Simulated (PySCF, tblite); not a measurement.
# C₄H₁₂SeSi: geometry, infrared bands and NMR shifts

Aim: predict the infrared bands and NMR shifts of C₄H₁₂SeSi (`CCC[SiH2][Se]C`).

The runs use tblite 0.8.0 and PySCF 2.14.0, with density-fitted response routines of our own; the level of theory stands in each step. All values are computed, except where a source is named. Atoms count from 0, in the outputs and in this text.

**1. Starting geometry**

18 atoms, charge 0, multiplicity 1; geometry from: force field or distance geometry start.

Bonds of the start (Å): C0–C1 1.51, C1–C2 1.53, C2–Si3 1.86, Si3–Se4 2.31, Se4–C5 1.95, C0–H6 1.12, C0–H7 1.10, C0–H8 1.12, C1–H9 1.09, C1–H10 1.12, C2–H11 1.09, C2–H12 1.12, Si3–H13 1.45, Si3–H14 1.48, C5–H15 1.10, C5–H16 1.11, C5–H17 1.10.

**2. Relaxing the molecule with GFN2-xTB**

What the job is given:

```
{"job": {"kind": "relax", "xc": "GFN2-xTB", "basis": "xTB"}, "charge": 0, "multiplicity": 1}
C     -1.914800     1.019900     0.241300
C     -2.203500    -0.350600    -0.314900
C     -1.050500    -1.322300    -0.036000
Si     0.440000    -0.602700    -0.877600
Se     2.234200    -0.575100     0.571700
C      3.545100     0.578500    -0.295300
H     -2.892000     1.473700     0.543000
H     -1.195300     1.050700     1.073300
H     -1.517300     1.691400    -0.558400
H     -2.299500    -0.255700    -1.401300
H     -3.146400    -0.733900     0.157900
H     -0.921300    -1.560400     1.016100
H     -1.323900    -2.260800    -0.587900
H      0.788100    -1.340500    -2.076400
H      0.211900     0.814300    -1.253900
H      4.581600     0.304400    -0.039400
H      3.370500     0.459700    -1.385700
H      3.284300     1.615500    -0.053200
```

On the command line:

```bash
OMP_NUM_THREADS=1 python probes_run.py task.json out
```

The driver reads the jobs from task.json and runs them one after another.

**Question.** This job is followed by: GFN2-xTB harmonic vibrations, gas phase; GIAO PBE0/pcSseg-1 NMR shielding, non-relativistic, gas phase. What will the session give for the following? strongest single infrared mode (GFN2-xTB); zero-point energy (GFN2-xTB); 13C shifts against TMS (PBE0/pcSseg-1); 1H shifts against TMS (PBE0/pcSseg-1, means over atoms taken as alike); 29Si shifts against TMS (PBE0/pcSseg-1); 77Se shifts against Me2Se (PBE0/pcSseg-1).

**Answer**, as computed:

```
                                                              quantity                             value
                             strongest single infrared mode (GFN2-xTB)              672 cm⁻¹, 385 km/mol
                                          zero-point energy (GFN2-xTB)                     91.9 kcal/mol
                                13C shifts against TMS (PBE0/pcSseg-1)         22.2, 16.9, 14.8, 9.5 ppm
1H shifts against TMS (PBE0/pcSseg-1, means over atoms taken as alike)  4.81, 1.87, 1.57, 1.13, 1.09 ppm
                               29Si shifts against TMS (PBE0/pcSseg-1)                         -20.8 ppm
                             77Se shifts against Me2Se (PBE0/pcSseg-1)                          -359 ppm
```

The optimisation took 138 steps and gained 0.470 eV; among the close pairs (by a distance rule), C2–Si3 changed most, from 1.857 to 1.901 Å. The lowest mode is imaginary (30i cm⁻¹), so the xTB geometry is not a minimum. The strongest single mode, at 672 cm⁻¹, moves mainly H14 and H13. Unscaled tight-binding wavenumbers are off by several per cent, some by more. Its intensities can rank the bands wrongly. At PBE0/pcSseg-1: The widest tensor belongs to Se4: span 839 ppm, with a paramagnetic part of -886 ppm. Spin-orbit coupling is left out, which matters for shieldings and couplings at and beside the heavy atoms.
